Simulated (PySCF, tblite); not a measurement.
# GaBH6: changes of charge, part 2 of 2

tblite 0.8.0 and PySCF 2.14.0. Atoms count from 0. Earlier steps stand in the parts before.

## 9. Optimising the geometry at PBE0-D3(BJ)/def2-SVP

This step treats GaBH₆+ (doublet).

Job settings and geometry (Å):

```
{"job": {"xc": "PBE0", "basis": "def2-SVP", "d3": "d3bj", "grid": 1, "kind": "geom"}, "charge": 1, "multiplicity": 2}
Ga    -0.875453     0.767155     0.063703
H      0.644354     0.250337     0.834387
B      0.773995    -0.671628    -0.068707
H     -0.231652    -0.595886    -0.885520
H     -2.085254     0.294292     0.918921
H     -0.647580     2.099465    -0.705394
H      0.679185    -1.732154     0.501615
H      1.760178    -0.392876    -0.708046
```

The log of the run:

```text
step   0  E = -1952.30841010  max force = 0.038720
step   1  E = -1952.31400387  max force = 0.021408
step   2  E = -1952.31784146  max force = 0.005943
step   3  E = -1952.31871116  max force = 0.009780
step   4  E = -1952.31921721  max force = 0.011121
step   5  E = -1952.32152635  max force = 0.038580
step   6  E = -1952.32295714  max force = 0.020976
step   7  E = -1952.32809244  max force = 0.030333
step   8  E = -1952.32807254  max force = 0.029449
step   9  E = -1952.33297639  max force = 0.027824
step  10  E = -1952.33442404  max force = 0.027688
step  11  E = -1952.34011019  max force = 0.024366
step  12  E = -1952.34298206  max force = 0.018407
step  13  E = -1952.34511560  max force = 0.007111
step  14  E = -1952.34555990  max force = 0.002331
step  15  E = -1952.34563120  max force = 0.001791
step  16  E = -1952.34565817  max force = 0.001347
step  17  E = -1952.34567676  max force = 0.000809
step  18  E = -1952.34568591  max force = 0.000407
optimisation converged
```

Run time: 46 s. Hardware: 1 thread of Arm Neoverse V1, shared host.

Step by step:

```
step  energy from step 0 (eV)  largest force component (eV/Å)
   0                   0.0000                          1.9911
   1                  -0.1522                          1.1008
   2                  -0.2566                          0.3056
   3                  -0.2803                          0.5029
   4                  -0.2941                          0.5719
   5                  -0.3569                          1.9839
   6                  -0.3958                          1.0786
   7                  -0.5356                          1.5598
   8                  -0.5350                          1.5143
   9                  -0.6685                          1.4308
  10                  -0.7079                          1.4238
  11                  -0.8626                          1.2530
  12                  -0.9408                          0.9465
  13                  -0.9988                          0.3657
  14                  -1.0109                          0.1199
  15                  -1.0128                          0.0921
  16                  -1.0136                          0.0693
  17                  -1.0141                          0.0416
  18                  -1.0143                          0.0209
```

Close pairs (by a distance rule), those that changed most:

```
  bond  before (Å)  after (Å)  change (Å)
Ga0–H1       1.781      2.072      +0.292
Ga0–H3       1.781      2.071      +0.290
Ga0–B2       2.193      2.339      +0.147
 B2–H3       1.298      1.224      -0.074
 H1–B2       1.297      1.224      -0.073
 B2–H7       1.208      1.277      +0.069
 B2–H6       1.208      1.275      +0.067
Ga0–H4       1.555      1.533      -0.022
```

The next job starts from the end point, and lists it.

```
                         at the end point                 value
  point group (found at 0.08 Å tolerance)                    Cs
rotational constants (GHz, main isotopes)  66.489, 6.434, 6.204
                                     ⟨S²⟩                 0.753
```

## 10. Single point (GaBH6): B3LYP-D3(BJ)/ma-def2-SVP

Geometry: PBE0-D3(BJ)/def2-SVP, that of another charge or spin state.

Job settings and geometry (Å):

```
{"job": {"kind": "sp", "xc": "B3LYP", "basis": "ma-def2-SVP", "d3": "d3bj", "grid": 2}, "charge": 0, "multiplicity": 1}
Ga    -1.133907     1.010183     0.071481
H      0.588470     0.221651     0.912026
B      0.600481    -0.556379    -0.032663
H     -0.307705    -0.652055    -0.847651
H     -2.192244     0.329649     0.947762
H     -0.539436     2.133990    -0.788429
H      1.240062    -1.639099     0.178083
H      1.761686    -0.828818    -0.489754
```

The log of the run:

```text
coarse grid: 27432 points
cycle   1  E = -1952.8983427422  dE = -5.597e-01  |g| = 6.298e-01  |ddm| = 2.493e+00
cycle   2  E = -1952.0515343391  dE =  8.468e-01  |g| = 1.262e+00  |ddm| = 2.454e+00
cycle   3  E = -1952.9363312488  dE = -8.848e-01  |g| = 2.853e-01  |ddm| = 2.430e+00
cycle   4  E = -1952.9750216791  dE = -3.869e-02  |g| = 1.054e-01  |ddm| = 3.726e-01
cycle   5  E = -1952.9813305832  dE = -6.309e-03  |g| = 1.729e-02  |ddm| = 2.299e-01
cycle   6  E = -1952.9814333853  dE = -1.028e-04  |g| = 5.461e-03  |ddm| = 2.565e-02
cycle   7  E = -1952.9814408972  dE = -7.512e-06  |g| = 2.316e-03  |ddm| = 9.259e-03
final grid: 56736 points
cycle   8  E = -1952.9814365080  dE =  6.142e-07  |g| = 2.759e-03  |ddm| = 6.948e-03
cycle   9  E = -1952.9814354108  dE =  1.097e-06  |g| = 3.364e-03  |ddm| = 8.000e-03
cycle  10  E = -1952.9814391701  dE = -3.759e-06  |g| = 1.423e-04  |ddm| = 4.201e-03
cycle  11  E = -1952.9814391755  dE = -5.429e-09  |g| = 1.192e-05  |ddm| = 1.747e-04
converged SCF energy = -1952.9814391755
```

Wall time 1.4 s (1 thread of Arm Neoverse V1, shared host).

## 11. Single point (GaBH₆+ (doublet)): B3LYP-D3(BJ)/ma-def2-SVP

Geometry: PBE0-D3(BJ)/def2-SVP.

Settings changed since step 10:

```diff
@@ -1,2 +1,2 @@
-{"job": {"kind": "sp", "xc": "B3LYP", "basis": "ma-def2-SVP", "d3": "d3bj", "grid": 2}, "charge": 0, "multiplicity": 1}
+{"job": {"kind": "sp", "xc": "B3LYP", "basis": "ma-def2-SVP", "d3": "d3bj", "grid": 2}, "charge": 1, "multiplicity": 2}
 Ga    -1.133907     1.010183     0.071481
```

The log of the run:

```text
final grid: 56736 points
cycle   1  E = -1952.6744859418  dE = -1.494e-02  |g| = 1.887e-01  |ddm| = 5.467e-01
cycle   2  E = -1952.6802650771  dE = -5.779e-03  |g| = 1.729e-01  |ddm| = 4.506e-01
cycle   3  E = -1952.7049778673  dE = -2.471e-02  |g| = 1.293e-02  |ddm| = 2.117e-01
cycle   4  E = -1952.7050428861  dE = -6.502e-05  |g| = 7.960e-03  |ddm| = 1.638e-02
cycle   5  E = -1952.7050583212  dE = -1.544e-05  |g| = 1.414e-03  |ddm| = 5.465e-03
cycle   6  E = -1952.7050598732  dE = -1.552e-06  |g| = 2.980e-04  |ddm| = 2.174e-03
cycle   7  E = -1952.7050600001  dE = -1.269e-07  |g| = 1.139e-04  |ddm| = 7.837e-04
cycle   8  E = -1952.7050600174  dE = -1.734e-08  |g| = 2.551e-05  |ddm| = 3.311e-04
cycle   9  E = -1952.7050600184  dE = -9.481e-10  |g| = 4.197e-06  |ddm| = 8.578e-05
converged SCF energy = -1952.7050600184
```

It took 2.4 s on 1 thread of Arm Neoverse V1, shared host.

## 12. Single point (GaBH6): B3LYP-D3(BJ)/ma-def2-SVP in tetrahydrofuran

Geometry: PBE0-D3(BJ)/def2-SVP.

Job settings and geometry (Å):

```
{"job": {"kind": "sp", "xc": "B3LYP", "basis": "ma-def2-SVP", "d3": "d3bj", "grid": 2, "solvent": "tetrahydrofuran"}, "charge": 0, "multiplicity": 1}
Ga    -0.875453     0.767155     0.063703
H      0.644354     0.250337     0.834387
B      0.773995    -0.671628    -0.068707
H     -0.231652    -0.595886    -0.885520
H     -2.085254     0.294292     0.918921
H     -0.647580     2.099465    -0.705394
H      0.679185    -1.732154     0.501615
H      1.760178    -0.392876    -0.708046
```

The log of the run:

```text
final grid: 56736 points
cycle   1  E = -1953.0815954041  dE = -3.972e-04  |g| = 1.383e-02  |ddm| = 1.362e-01
cycle   2  E = -1953.0816060301  dE = -1.063e-05  |g| = 1.643e-02  |ddm| = 4.478e-02
cycle   3  E = -1953.0816672004  dE = -6.117e-05  |g| = 2.481e-03  |ddm| = 1.698e-02
cycle   4  E = -1953.0816682454  dE = -1.045e-06  |g| = 4.033e-04  |ddm| = 2.422e-03
cycle   5  E = -1953.0816682854  dE = -4.005e-08  |g| = 1.531e-04  |ddm| = 6.311e-04
cycle   6  E = -1953.0816682929  dE = -7.456e-09  |g| = 1.216e-05  |ddm| = 2.485e-04
converged SCF energy = -1953.0816682929
```

Wall time 1.2 s (1 thread of Arm Neoverse V1, shared host).

## 13. Single point (GaBH6+ (doublet)): B3LYP-D3(BJ)/ma-def2-SVP in tetrahydrofuran

Geometry: PBE0-D3(BJ)/def2-SVP.

Job settings and geometry (Å):

```
{"job": {"kind": "sp", "xc": "B3LYP", "basis": "ma-def2-SVP", "d3": "d3bj", "grid": 2, "solvent": "tetrahydrofuran"}, "charge": 1, "multiplicity": 2}
Ga    -1.133907     1.010183     0.071481
H      0.588470     0.221651     0.912026
B      0.600481    -0.556379    -0.032663
H     -0.307705    -0.652055    -0.847651
H     -2.192244     0.329649     0.947762
H     -0.539436     2.133990    -0.788429
H      1.240062    -1.639099     0.178083
H      1.761686    -0.828818    -0.489754
```

The log of the run:

```text
final grid: 56736 points
cycle   1  E = -1952.7918746183  dE = -3.169e-04  |g| = 6.852e-03  |ddm| = 7.668e-02
cycle   2  E = -1952.7918839332  dE = -9.315e-06  |g| = 8.346e-03  |ddm| = 2.461e-02
cycle   3  E = -1952.7919034744  dE = -1.954e-05  |g| = 9.558e-04  |ddm| = 6.953e-03
cycle   4  E = -1952.7919039404  dE = -4.661e-07  |g| = 1.123e-04  |ddm| = 1.431e-03
cycle   5  E = -1952.7919039500  dE = -9.606e-09  |g| = 3.206e-05  |ddm| = 2.215e-04
converged SCF energy = -1952.7919039500
```

Wall time 1.7 s (1 thread of Arm Neoverse V1, shared host).

## 14. Changes of charge: B3LYP-D3(BJ)/ma-def2-SVP

This step combines the energies above: geometries from PBE0-D3(BJ)/def2-SVP, zero-point and thermal terms from GFN2-xTB.

Job settings and geometry (Å):

```
{"job": {"kind": "rx", "dirs": [1], "deep": 3, "geom": {"xc": "PBE0", "basis": "def2-SVP", "d3": "d3bj", "grid": 1}, "level": {"xc": "B3LYP", "basis": "ma-def2-SVP", "d3": "d3bj", "solvents": ["tetrahydrofuran"]}}, "charge": 0, "multiplicity": 1}
Ga    -0.875453     0.767155     0.063703
H      0.644354     0.250337     0.834387
B      0.773995    -0.671628    -0.068707
H     -0.231652    -0.595886    -0.885520
H     -2.085254     0.294292     0.918921
H     -0.647580     2.099465    -0.705394
H      0.679185    -1.732154     0.501615
H      1.760178    -0.392876    -0.708046
```

Output (the driver's rows laid out field by field):

```text
ionisation and electron attachment, B3LYP-D3(BJ)/ma-def2-SVP // PBE0-D3(BJ)/def2-SVP

row 1
  change                  oxidation
  charge                  1
  multiplicity            2
  vertical_ev             11.0806
  vertical_s2             0.761
  formula                 BGaH6
  kept                    no
  pieces                  1
  point_group             Cs
  faults                  thermal_terms_from_another_structure
  adiabatic_electronic_ev 10.1466
  adiabatic_ev            10.0417
  free_energy_ev          9.9627
  s2                      0.752
  bonds_moved             0 1 1.781 2.072; 0 3 1.781 2.071; 0 2 2.193 2.339; 2 3 1.298 1.224
  spin_on                 2 B 0.651; 7 H 0.189; 6 H 0.182
  charge_moved            6 H 0.216; 7 H 0.212; 0 Ga 0.185; 2 B 0.131
  vertical_back_ev        7.5207
  relaxation_parent_ev    2.626
  relaxation_ion_ev       0.934
  reorganisation_ev       3.56
  solution                solvent tetrahydrofuran, absolute_potential_v 7.7009, solvation_parent_kj -9.78, solvation_ion_kj -228.01
```

Run time: 75 s. Hardware: 1 thread of Arm Neoverse V1, shared host.

Energy taken up on oxidation, or given off on reduction (eV; adiabatic with zero-point energy):

```
                    change             product  vertical  adiabatic  free energy  reorganisation  ⟨S²⟩
oxidation (multiplicity 2)  BGaH6 (rearranged)     11.08      10.04         9.96            3.56  0.75
```

On oxidation to multiplicity 2 charge changes most on H6 (+0.22 e), H7 (+0.21 e), Ga0 (+0.18 e); the spin sits on B2 (0.65), H7 (0.19), H6 (0.18); the bond Ga0–H1 goes from 1.781 to 2.072 Å; the absolute potential is 7.70 V in tetrahydrofuran.

The driver flags rows whose values are rough: thermal terms taken from another structure (oxidation).

## 15. Summary of results

The summary covers parts 1 to 2.

```
                                    quantity                                  value
   strongest single infrared mode (GFN2-xTB)                  1688 cm⁻¹, 762 km/mol
                zero-point energy (GFN2-xTB)                          28.7 kcal/mol
                                 point group                                    C2v
        rotational constants (main isotopes)                  59.59, 7.84, 7.39 GHz
ionisation energy (B3LYP-D3(BJ)/ma-def2-SVP)  vertical 11.08 eV, adiabatic 10.04 eV
```

What this shows: No mode is imaginary among the 18: a minimum at this level. Unscaled tight-binding wavenumbers are off by several per cent, some by more. Its intensities can rank the bands wrongly. Relaxing lowered the energy by 0.096 eV in 6 steps; the close pair that moved most is Ga0–B2, from 2.242 to 2.193 Å (PBE0/def2-SVP). Steps that list no spin-orbit terms leave them out, which matters at and beside the heavy atoms. At B3LYP-D3(BJ)/ma-def2-SVP, relaxation with the zero-point term after oxidation moves the energy taken up from 11.08 eV (vertical) to 10.04 eV (adiabatic, with zero-point energy). The driver flags rows whose values are rough: thermal terms taken from another structure (oxidation).
